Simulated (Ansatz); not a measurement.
# Dy4Au: the cost of one run

Computed with Ansatz 0.2.0 (DFT PBE, scalar-relativistic, plane waves, PAW; 4f electrons in the core of a trivalent norm-conserving potential, unless a step's input says otherwise).

## Step 1: The system as given

It takes space group P6/mmm (No. 191, hexagonal). Conventional cell: a = 5.585 Å, b = 5.585 Å, c = 5.155 Å, α = 90.00°, β = 90.00°, γ = 120.00°. Around Dy (site symmetry mmm) lie 2 Au at 2.79 Å and 4 Dy at 2.79 Å. Dy (site symmetry 6/mmm) is surrounded by 2 Au at 2.58 Å. Around Au (site symmetry 6/mmm) lie 8 Dy at 2.58 to 2.79 Å.

Structure file:

```
Dy Au
1.0
     5.58506    0.00000    0.00000
    -2.79253    4.83680    0.00000
     0.00000    0.00000    5.15538
Dy Au
4 1
Direct
  0.50000 0.00000 0.00000
  0.00000 0.50000 0.00000
  0.50000 0.50000 0.00000
  0.00000 0.00000 0.50000
  0.00000 0.00000 0.00000
```

A structure generator made this guess: random cell by space group and Wyckoff sites (P6/mmm, No. 191). The dimensions are guesses.

## Step 2: A first look at the guess

Input file input.yaml:

```yaml
crystal:
  lattice:
    - [5.58505765, 0.0, 0.0]
    - [-2.79252883, 4.83680181, 0.0]
    - [0.0, 0.0, 5.15538138]
  atoms:
    - { symbol: Dy, position: [0.5, 0.0, 0.0] }
    - { symbol: Dy, position: [0.0, 0.5, 0.0] }
    - { symbol: Dy, position: [0.5, 0.5, 0.0] }
    - { symbol: Dy, position: [0.0, 0.0, 0.5] }
    - { symbol: Au, position: [0.0, 0.0, 0.0] }
basis:
  ecutwfc: 630
kpoints:
  mp_grid: { grid: [6, 6, 4] }
hamiltonian:
  xc: pbe
  pseudopotentials:
    kind: paw
    azcp: { Dy: "pseudopotentials/pbe/nc/lanthanide_3plus/Dy.nc.azcp" }
scf:
  occupations: { method: gaussian, width: 0.1 }
  lower_state_search: "off"
output:
  forces: true
  stress: true
  eigenvalues: true
```

On the command line:

```sh
ansatz run input.yaml --threads 1 --pin off --max-ram 2560MiB --backend cpu --events-out ev --progress --plain --runs-dir out
```

**Question.** How long does this run take on 1 thread of Intel Xeon at 2.50GHz (Skylake/Cascade Lake), shared host, and how much memory does it need?

About 35 s, with a peak of 0.5 GiB.
